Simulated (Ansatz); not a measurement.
# AsH3 + SiH3 radical: a complex and its separated parts, part 2 of 2

Ansatz 0.2.0, Gaussian basis. The steps go on from the part before.

## (13) CAM-B3LYP-D4/def2-TZVPP

The inputs:

parta/in.yaml

```yaml
crystal:
  periodic: [false, false, false]
  atoms:
    - {symbol: H, position_ang: [-1.152799, -0.254035, -0.861247]}
    - {symbol: As, position_ang: [-1.885323, 1.059821, -1.089978]}
    - {symbol: H, position_ang: [-1.752718, 1.449544, 0.374953]}
    - {symbol: H, position_ang: [-0.593223, 1.776923, -1.452815]}
basis:
  gaussian: {orbitals: def2-TZVPP}
hamiltonian: {xc: {name: CAM-B3LYP}, dispersion: d4}
```

partb/in.yaml

```yaml
crystal:
  periodic: [false, false, false]
  atoms:
    - {symbol: Si, position_ang: [1.110843, -1.135800, 0.550667]}
    - {symbol: H, position_ang: [0.413617, -0.586302, 1.742323]}
    - {symbol: H, position_ang: [1.830671, -0.068266, -0.191178]}
    - {symbol: H, position_ang: [2.028934, -2.241882, 0.927176]}
basis:
  gaussian: {orbitals: def2-TZVPP}
magnetization: {spin_polarized: true, initial_magnetization: 1}
hamiltonian: {xc: {name: CAM-B3LYP}, dispersion: d4}
```

The same command starts each run, in its folder.

The run is started by

```sh
ansatz run in.yaml --threads 4 --pin off --events-out ev --progress --plain --max-ram 9574MiB
```

parta printed, shortened:

```text
Functional definition: CAM-B3LYP
  name "CAM-B3LYP"
  cite "Yanai, Tew & Handy, Chem. Phys. Lett. 393, 51 (2004) doi:10.1016/j.cplett.2004.06.011"
  cite "Iikura, Tsuneda, Yanai & Hirao, J. Chem. Phys. 115, 3540 (2001) doi:10.1063/1.1383587"
  cite "Becke, Phys. Rev. A 38, 3098 (1988) doi:10.1103/PhysRevA.38.3098"
  cite "Lee, Yang & Parr, Phys. Rev. B 37, 785 (1988) doi:10.1103/PhysRevB.37.785"
[...]
  # Exact exchange under (alpha + beta erf(omega r))/r, Becke's under what is left of 1/r.
[...]
586 factors; their error is unknown
134 factors; integrals over basis functions are off by at most 9.4e-6 eV
[...]
mean field -60893.16891960 eV, -2237.7826829229 hartree, gradient 8.4e-5 eV, S^2 0.000000; 0 other end points of the search recorded, 0 dependent functions left out
reference -60893.16901664 eV, -2237.7826864890 hartree; 18, 18 occupied and 72, 72 virtual orbitals, 586 factors
Total energy: -60893.19589388 eV, -2237.7836742093 hartree
```

partb printed, shortened:

```text
[... 6 set-up lines as earlier in the session ...]
[...]
  # Exact exchange under (alpha + beta erf(omega r))/r, Becke's under what is left of 1/r.
[...]
468 factors; their error is unknown
126 factors; integrals over basis functions are off by at most 1.4e-5 eV
[...]
mean field -7925.03187989 eV, -291.2395498065 hartree, gradient 5.7e-5 eV, S^2 0.751942; 0 other end points of the search recorded, 0 dependent functions left out
reference -7925.03197812 eV, -291.2395534162 hartree; 9, 8 occupied and 75, 76 virtual orbitals, 468 factors
Total energy: -7925.05975493 eV, -291.2405741954 hartree
```

Times: 0.9 s (parta), 0.95 s (partb) on 4 threads of Arm Neoverse V1, shared host.

## (14) wB97X-V/def2-TZVPP

Each input of step 13 (parta, partb) changes in the same lines:

```diff
-hamiltonian: {xc: {name: CAM-B3LYP}, dispersion: d4}
+hamiltonian: {xc: {name: wB97X-V}}
```

The same command starts each run, in its folder.

The run is started by

```sh
ansatz run in.yaml --threads 4 --pin off --events-out ev --progress --plain --max-ram 9574MiB
```

Log of parta, shortened:

```text
Functional definition: wB97X-V
  name "wB97X-V"
  cite "Mardirossian & Head-Gordon, Phys. Chem. Chem. Phys. 16, 9904 (2014) doi:10.1039/C3CP54374A"
[... 2 set-up lines as earlier in the session ...]
[...]
      + integral(e_c_pw_opposite_spin*poly(b97_u_opposite, cos0, cos1)) + vv10(b, c)
586 factors; their error is unknown
123 factors; integrals over basis functions are off by at most 2.6e-5 eV
[...]
mean field -60884.22854561 eV, -2237.4541302389 hartree, gradient 3.0e-5 eV, S^2 0.000000; 0 other end points of the search recorded, 0 dependent functions left out
reference -60884.22854429 eV, -2237.4541301905 hartree; 18, 18 occupied and 72, 72 virtual orbitals, 586 factors
Total energy: -60884.22854429 eV, -2237.4541301905 hartree
```

Output in partb, shortened:

```text
[... 5 set-up lines as earlier in the session ...]
[...]
      + integral(e_c_pw_opposite_spin*poly(b97_u_opposite, cos0, cos1)) + vv10(b, c)
468 factors; their error is unknown
115 factors; integrals over basis functions are off by at most 9.9e-6 eV
[...]
mean field -7923.55541317 eV, -291.1852906553 hartree, gradient 4.9e-5 eV, S^2 0.751564; 0 other end points of the search recorded, 0 dependent functions left out
reference -7923.55541260 eV, -291.1852906345 hartree; 9, 8 occupied and 75, 76 virtual orbitals, 468 factors
Total energy: -7923.55541260 eV, -291.1852906345 hartree
```

Wall times: 1.6 s (parta), 1.8 s (partb) on 4 threads of Arm Neoverse V1, shared host.

## (15) wB97M-V/def2-TZVPP

Each input of step 14 (parta, partb) changes in the same lines:

```diff
-hamiltonian: {xc: {name: wB97X-V}}
+hamiltonian: {xc: {name: wB97M-V}}
```

Each run has its own folder and the same command.

The run is started by

```sh
ansatz run in.yaml --threads 4 --pin off --events-out ev --progress --plain --max-ram 9574MiB
```

Output in parta, shortened:

```text
Functional definition: wB97M-V
  name "wB97M-V"
  cite "Mardirossian & Head-Gordon, J. Chem. Phys. 144, 214110 (2016) doi:10.1063/1.4952647"
[... 2 set-up lines as earlier in the session ...]
  # Of w^i u^j: cxij and so on, Table III.
[...]
  gx(w, u) = 1 - cx + cx01*u + cx10*w
[...]
      + integral(e_c_pw_mod_opposite_spin*gos(b97_w_opposite, b97_u_opposite)) + vv10(b, c)
581 factors; their error is unknown
123 factors; integrals over basis functions are off by at most 2.6e-5 eV
[...]
mean field -60886.05494800 eV, -2237.5212492886 hartree, gradient 7.3e-6 eV, S^2 0.000000; 0 other end points of the search recorded, 0 dependent functions left out
reference -60886.05497992 eV, -2237.5212504617 hartree; 18, 18 occupied and 72, 72 virtual orbitals, 581 factors
Total energy: -60886.05497992 eV, -2237.5212504617 hartree
```

Output in partb, shortened:

```text
[... 5 set-up lines as earlier in the session ...]
  # Of w^i u^j: cxij and so on, Table III.
[...]
  gx(w, u) = 1 - cx + cx01*u + cx10*w
[...]
      + integral(e_c_pw_mod_opposite_spin*gos(b97_w_opposite, b97_u_opposite)) + vv10(b, c)
468 factors; their error is unknown
115 factors; integrals over basis functions are off by at most 9.9e-6 eV
[...]
mean field -7923.88142397 eV, -291.1972713313 hartree, gradient 8.3e-5 eV, S^2 0.751151; 0 other end points of the search recorded, 0 dependent functions left out
reference -7923.88146235 eV, -291.1972727416 hartree; 9, 8 occupied and 75, 76 virtual orbitals, 468 factors
Total energy: -7923.88146235 eV, -291.1972727416 hartree
```

Times: 2 s (parta), 2 s (partb) on 4 threads of Arm Neoverse V1, shared host.

## (16) B2PLYP/def2-TZVPP

Each input of step 15 (parta, partb) changes in the same lines:

```diff
-hamiltonian: {xc: {name: wB97M-V}}
+hamiltonian: {xc: {name: B2PLYP}}
```

Each run has its own folder and the same command.

The run is started by

```sh
ansatz run in.yaml --threads 4 --pin off --events-out ev --progress --plain --max-ram 9574MiB
```

parta printed, shortened:

```text
Functional definition: B2PLYP
  name "B2PLYP"
  cite "Grimme, J. Chem. Phys. 124, 034108 (2006) doi:10.1063/1.2148954"
[... 2 set-up lines as earlier in the session ...]
[...]
537 factors; integrals over basis functions are off by at most 1.4e-3 eV
[...]
mean field -60877.05023483 eV, -2237.1903321832 hartree, gradient 9.6e-6 eV, S^2 0.000000; 0 other end points of the search recorded, 0 dependent functions left out
9 core orbitals not correlated: weight in the atoms' cores, before any rotation towards them, 1.000 or more for the frozen orbitals, at most 0.000 for the correlated occupied ones
reference -60877.05036122 eV, -2237.1903368282 hartree; 9, 9 occupied and 72, 72 virtual orbitals, 537 factors
second order -9.43921804 eV of doubles, -0.00000000 eV of singles
Total energy: -60879.59895009 eV, -2237.2839957417 hartree
```

partb printed, shortened:

```text
[... 5 set-up lines as earlier in the session ...]
[...]
467 factors; integrals over basis functions are off by at most 7.8e-4 eV
[...]
mean field -7920.43227115 eV, -291.0705173031 hartree, gradient 3.0e-6 eV, S^2 0.752859; 0 other end points of the search recorded, 0 dependent functions left out
5 core orbitals not correlated: weight in the atoms' cores, before any rotation towards them, 1.000 or more for the frozen orbitals, at most 0.000 for the correlated occupied ones
reference -7920.43239956 eV, -291.0705220219 hartree; 4, 3 occupied and 75, 76 virtual orbitals, 467 factors
second order -3.93881682 eV of doubles, -0.00000000 eV of singles
Total energy: -7921.49588010 eV, -291.1096042110 hartree
```

Wall times: 1.1 s (parta), 0.75 s (partb) on 4 threads of Arm Neoverse V1, shared host.

## (17) PBE-QIDH/def2-TZVPP

Each input of step 16 (parta, partb) changes in the same lines:

```diff
-hamiltonian: {xc: {name: B2PLYP}}
+hamiltonian: {xc: {name: PBE-QIDH}}
```

Each run has its own folder and the same command.

The run is started by

```sh
ansatz run in.yaml --threads 4 --pin off --events-out ev --progress --plain --max-ram 9574MiB
```

Output in parta, shortened:

```text
Functional definition: PBE-QIDH
  name "PBE-QIDH"
  cite "Brémond, Sancho-García, Pérez-Jiménez & Adamo, J. Chem. Phys. 141, 031101 (2014) doi:10.1063/1.4890314"
[... 1 set-up line as earlier in the session ...]
[...]
537 factors; integrals over basis functions are off by at most 1.4e-3 eV
[...]
mean field -60870.65577124 eV, -2236.9553399807 hartree, gradient 3.7e-6 eV, S^2 0.000000; 0 other end points of the search recorded, 0 dependent functions left out
9 core orbitals not correlated: weight in the atoms' cores, before any rotation towards them, 1.000 or more for the frozen orbitals, at most 0.000 for the correlated occupied ones
reference -60870.65578019 eV, -2236.9553403094 hartree; 9, 9 occupied and 72, 72 virtual orbitals, 537 factors
second order -8.78932452 eV of doubles, -0.00000000 eV of singles
Total energy: -60873.58555503 eV, -2237.0630075489 hartree
```

Log of partb, shortened:

```text
[... 4 set-up lines as earlier in the session ...]
[...]
467 factors; integrals over basis functions are off by at most 7.8e-4 eV
[...]
mean field -7917.91036092 eV, -290.9778388113 hartree, gradient 4.9e-6 eV, S^2 0.753948; 0 other end points of the search recorded, 0 dependent functions left out
5 core orbitals not correlated: weight in the atoms' cores, before any rotation towards them, 1.000 or more for the frozen orbitals, at most 0.000 for the correlated occupied ones
reference -7917.91037173 eV, -290.9778392086 hartree; 4, 3 occupied and 75, 76 virtual orbitals, 467 factors
second order -3.64515982 eV of doubles, -0.00000000 eV of singles
Total energy: -7919.12542500 eV, -291.0224915928 hartree
```

Wall times: 1.1 s (parta), 1.1 s (partb) on 4 threads of Arm Neoverse V1, shared host.

## (18) RPA on PBE/def2-TZVPP

The same edit goes into each in.yaml of step 17 (parta, partb):

```diff
-hamiltonian: {xc: {name: PBE-QIDH}}
+hamiltonian: {xc: pbe}
+correlation: {method: rpa}
```

One command serves all of them, each in its own folder.

The run is started by

```sh
ansatz run in.yaml --threads 4 --pin off --events-out ev --progress --plain --max-ram 9574MiB
```

Log of parta, shortened:

```text
[... 4 set-up lines as earlier in the session ...]
[...]
537 factors; integrals over basis functions are off by at most 1.4e-3 eV
[...]
mean field -60880.50688706 eV, -2237.3173618099 hartree, gradient 3.9e-7 eV, S^2 0.000000; 0 other end points of the search recorded, 0 dependent functions left out
9 core orbitals not correlated: weight in the atoms' cores, before any rotation towards them, 1.000 or more for the frozen orbitals, at most 0.000 for the correlated occupied ones
reference -60842.13953952 eV, -2235.9073877941 hartree; 9, 9 occupied and 72, 72 virtual orbitals, 537 factors
Total energy: -60855.12624621 eV, -2236.3846404622 hartree
```

Log of partb, shortened:

```text
[... 4 set-up lines as earlier in the session ...]
[...]
467 factors; integrals over basis functions are off by at most 7.8e-4 eV
[...]
mean field -7920.60645190 eV, -291.0769183275 hartree, gradient 2.4e-6 eV, S^2 0.752840; 0 other end points of the search recorded, 0 dependent functions left out
5 core orbitals not correlated: weight in the atoms' cores, before any rotation towards them, 1.000 or more for the frozen orbitals, at most 0.000 for the correlated occupied ones
reference -7908.18937651 eV, -290.6205992233 hartree; 4, 3 occupied and 75, 76 virtual orbitals, 467 factors
Total energy: -7915.41368268 eV, -290.8860875785 hartree
```

Times: 1.2 s (parta), 1.2 s (partb) on 4 threads of Arm Neoverse V1, shared host.

## (19) CCSD(T)/def2-TZVPP

Edit parta/in.yaml of step 18 so:

```diff
@@ -9,3 +9,2 @@
   gaussian: {orbitals: def2-TZVPP}
-hamiltonian: {xc: pbe}
-correlation: {method: rpa}
+correlation: {method: ccsd_t}
```

Edit partb/in.yaml of step 18 so:

```diff
@@ -10,3 +10,3 @@
 magnetization: {spin_polarized: true, initial_magnetization: 1}
-hamiltonian: {xc: pbe}
-correlation: {method: rpa}
+correlation: {method: ccsd_t}
+scf: {omitted_lower_state_checks: [cluster_reference]}
```

The same command starts each run, in its folder.

The run is started by

```sh
ansatz run in.yaml --threads 4 --pin off --events-out ev --progress --plain --max-ram 9574MiB
```

Output in parta, shortened:

```text
Functional definition: HF
  name "HF"
  cite "Fock, Z. Phys. 61, 126 (1930) doi:10.1007/BF01340294"
[... 1 set-up line as earlier in the session ...]
[...]
537 factors; integrals over basis functions are off by at most 1.4e-3 eV
[...]
mean field -60842.78549145 eV, -2235.9311260894 hartree, gradient 2.1e-6 eV, S^2 0.000000; 1 other end points of the search recorded, 0 dependent functions left out
9 core orbitals not correlated: weight in the atoms' cores, before any rotation towards them, 1.000 or more for the frozen orbitals, at most 0.000 for the correlated occupied ones
reference -60842.78549145 eV, -2235.9311260894 hartree; 9, 9 occupied and 72, 72 virtual orbitals, 537 factors
second order -7.80799635 eV of doubles, -0.00000000 eV of singles
cycle   1  -7.98518868 eV  change   -1.8e-1 eV  update   6.8e-2
[...]
cycle   8  -8.29521420 eV  change   -1.6e-5 eV  update   1.7e-5
perturbative correction -0.26430407 eV, -0.0097129955 hartree
Total energy: -60851.34500971 eV, -2236.2456825839 hartree
```

partb printed, shortened:

```text
[... 4 set-up lines as earlier in the session ...]
[...]
467 factors; integrals over basis functions are off by at most 7.8e-4 eV
[...]
mean field -7908.64358247 eV, -290.6372909848 hartree, gradient 9.9e-6 eV, S^2 0.755037; 0 other end points of the search recorded, 0 dependent functions left out
[...]
reference -7908.64358247 eV, -290.6372909848 hartree; 4, 3 occupied and 75, 76 virtual orbitals, 467 factors
second order -3.17769796 eV of doubles, -0.00000000 eV of singles
cycle   1  -3.68587291 eV  change   -5.1e-1 eV  update   5.4e-2
[...]
cycle   9  -3.89189334 eV  change    6.8e-6 eV  update   7.1e-6
perturbative correction -0.09593713 eV, -0.0035256245 hartree
Total energy: -7912.63141294 eV, -290.7838410514 hartree
Checks for a lower state left out: cluster_reference
```

Times: 2.2 s (parta), 2.2 s (partb) on 4 threads of Arm Neoverse V1, shared host.

## (20) Vibrations of AsH3

Input file vib-parta/in.yaml:

```yaml
crystal:
  periodic: [false, false, false]
  atoms:
    - {symbol: H, position_ang: [-1.152799, -0.254035, -0.861247]}
    - {symbol: As, position_ang: [-1.885323, 1.059821, -1.089978]}
    - {symbol: H, position_ang: [-1.752718, 1.449544, 0.374953]}
    - {symbol: H, position_ang: [-0.593223, 1.776923, -1.452815]}
basis:
  gaussian: {orbitals: def2-TZVP}
hamiltonian: {xc: pbe0, dispersion: d4}
phonons: {temperatures: {t_min: 298.15, t_max: 900, t_step: 200}}
```

The run is started by

```sh
ansatz run in.yaml --threads 4 --pin off --events-out ev --progress --plain --max-ram 9574MiB
```

Output, shortened:

```text
[... 5 set-up lines as earlier in the session ...]
[...]
555 factors; their error is unknown
[...]
mean field -60882.34396983 eV, -2237.3848733564 hartree, gradient 5.7e-6 eV, S^2 0.000000; 0 other end points of the search recorded, 0 dependent functions left out
[...]
Atom 1 at    -1.885323     1.059821    -1.089978 Å, force     0.000496     0.000256    -0.000378 eV/Å
Atom 2 at    -1.752718     1.449544     0.374953 Å, force     0.000307     0.000720    -0.000136 eV/Å
Atom 3 at    -0.593223     1.776923    -1.452815 Å, force    -0.000299     0.002118     0.000151 eV/Å
Dipole moment:     0.060276    -0.005757     0.037236 e Å
Vibrations: 921.12 1017.95 1018.04 2215.70 2229.23 2229.53 cm⁻¹, zero-point energy 0.597081 eV
```

Run time: 7.5 s. Hardware: 4 threads of Arm Neoverse V1, shared host.

The modes, with what each moves most:

| mode | wavenumber (cm⁻¹) | character |
| --- | --- | --- |
| 1 | 921 | bend |
| 2 | 1018 | bend |
| 3 | 1018 | bend |
| 4 | 2216 | As–H stretch |
| 5 | 2229 | As–H stretch |
| 6 | 2230 | As–H stretch |

Vibrational sums (real modes only):

| T (K) | entropy (J/mol/K) | heat capacity (J/mol/K) |
| --- | --- | --- |
| 298 | 1.3 | 5.0 |
| 498 | 6.2 | 14.9 |
| 698 | 12.6 | 23.3 |
| 898 | 19.3 | 29.8 |

## (21) Vibrations of SiH3 radical

Input file vib-partb/in.yaml:

```yaml
crystal:
  periodic: [false, false, false]
  atoms:
    - {symbol: Si, position_ang: [1.110843, -1.135800, 0.550667]}
    - {symbol: H, position_ang: [0.413617, -0.586302, 1.742323]}
    - {symbol: H, position_ang: [1.830671, -0.068266, -0.191178]}
    - {symbol: H, position_ang: [2.028934, -2.241882, 0.927176]}
basis:
  gaussian: {orbitals: def2-TZVP}
magnetization: {spin_polarized: true, initial_magnetization: 1}
hamiltonian: {xc: pbe0, dispersion: d4}
phonons: {temperatures: {t_min: 298.15, t_max: 900, t_step: 200}}
```

The run is started by

```sh
ansatz run in.yaml --threads 4 --pin off --events-out ev --progress --plain --max-ram 9574MiB
```

Output, shortened:

```text
[... 5 set-up lines as earlier in the session ...]
[...]
400 factors; their error is unknown
[...]
mean field -7921.47174223 eV, -291.1087171605 hartree, gradient 2.1e-5 eV, S^2 0.752998; 0 other end points of the search recorded, 0 dependent functions left out
[...]
Atom 1 at     0.413617    -0.586302     1.742323 Å, force    -0.000081     0.000101     0.000117 eV/Å
Atom 2 at     1.830671    -0.068266    -0.191178 Å, force     0.000044     0.000158    -0.000070 eV/Å
Atom 3 at     2.028934    -2.241882     0.927176 Å, force     0.000264    -0.000363     0.000111 eV/Å
Dipole moment:    -0.004673    -0.002537    -0.004103 e Å
Vibrations: 746.95 926.69 926.70 2203.80 2241.99 2242.04 cm⁻¹, zero-point energy 0.575793 eV
```

Wall time 5.5 s (4 threads of Arm Neoverse V1, shared host).

Wavenumbers and character of the modes:

| mode | wavenumber (cm⁻¹) | character |
| --- | --- | --- |
| 1 | 747 | bend |
| 2 | 927 | bend |
| 3 | 927 | bend |
| 4 | 2204 | Si–H stretch |
| 5 | 2242 | Si–H stretch |
| 6 | 2242 | Si–H stretch |

Vibrational sums (real modes only):

| T (K) | entropy (J/mol/K) | heat capacity (J/mol/K) |
| --- | --- | --- |
| 298 | 2.1 | 7.1 |
| 498 | 8.1 | 16.8 |
| 698 | 15.1 | 24.7 |
| 898 | 22.1 | 30.7 |

## (22) Complex less separated parts

The complex's own energies come from single points at the same levels.

Rows are in def2-TZVPP; times add the 3 runs of a level on a shared host, so small differences are noise.

Differences are taken before rounding.

| method | rung | complex less parts (kJ/mol) | from CCSD(T) (kJ/mol) | time |
| --- | --- | --- | --- | --- |
| SPW92 | LDA | -13.80 | -11.98 | 3.1 s |
| PBE-D4 | GGA | -8.87 | -7.05 | 3.4 s |
| BLYP-D4 | GGA | -7.49 | -5.66 | 3.7 s |
| r2SCAN-D4 | meta-GGA | -4.83 | -3.01 | 8 s |
| B97M-V | meta-GGA | -4.92 | -3.09 | 13 s |
| PBE0-D4 | hybrid | -6.65 | -4.83 | 5.8 s |
| B3LYP-D4 | hybrid | -6.41 | -4.59 | 4.7 s |
| r2SCAN0-D4 | hybrid | -4.51 | -2.69 | 8.6 s |
| BHLYP-D4 | hybrid | -5.12 | -3.29 | 5.4 s |
| CAM-B3LYP-D4 | range-separated hybrid | -4.33 | -2.50 | 5.7 s |
| wB97X-V | range-separated hybrid | -3.05 | -1.23 | 12 s |
| wB97M-V | range-separated hybrid | -3.13 | -1.30 | 13 s |
| B2PLYP | double hybrid | 0.58 | +2.41 | 6 s |
| PBE-QIDH | double hybrid | -1.50 | +0.32 | 6.4 s |
| RPA on PBE | RPA | 1.66 | +3.48 | 6 s |
| Hartree-Fock | wavefunction | 9.26 | +11.09 |  |
| MP2 | wavefunction | -1.79 | +0.03 |  |
| CCSD | wavefunction | -0.37 | +1.45 |  |
| CCSD(T) | wavefunction | -1.82 | 0 | 1.9 min |

Among the levels timed on like hardware and quicker than the yardstick, those that no quicker one beats, quickest first: SPW92 (3.1 s, -11.98 kJ/mol); PBE-D4 (3.4 s, -7.05 kJ/mol); BLYP-D4 (3.7 s, -5.66 kJ/mol); B3LYP-D4 (4.7 s, -4.59 kJ/mol); BHLYP-D4 (5.4 s, -3.29 kJ/mol); CAM-B3LYP-D4 (5.7 s, -2.50 kJ/mol); B2PLYP (6 s, +2.41 kJ/mol); PBE-QIDH (6.4 s, +0.32 kJ/mol).

PBE-QIDH reaches 0.32 kJ/mol from the reference in 6.4 s, where CCSD(T) took 1.9 min; the quickest level in the cost chart, SPW92, takes 3.1 s and misses by 11.98 kJ/mol.

The complex's zero-point energy, from a separate PBE0-D4 run, is 1.199 eV.

## (23) What came out

This closing draws on all 2 parts.

| quantity | value |
| --- | --- |
| complex less parts, CCSD(T)/def2-TZVPP | -1.82 kJ/mol |
| with zero-point energy | +0.70 kJ/mol |
| largest T1 diagnostic | 0.016 |

What this shows: At CCSD(T) the complex lies 1.82 kJ/mol below its parts. The functionals run from PBE-QIDH, off by +0.32 kJ/mol, to SPW92, off by -11.98 kJ/mol, against CCSD(T). By rung, the mean size of the error is: LDA 11.98, GGA 6.35, meta-GGA 3.05, hybrid 3.85, range-separated hybrid 1.68, double hybrid 1.36 kJ/mol. PBE-D4 gives a relative energy 7.05 kJ/mol too low, an error of 386 % of the reference. The complex's frequency run has imaginary modes: the structure is no minimum, so both the energy and the zero-point correction are in doubt. No counterpoise was applied, and triple zeta lacks some correlation, so the CCSD(T) reference has a basis error of its own, and close matches with it are partly luck.
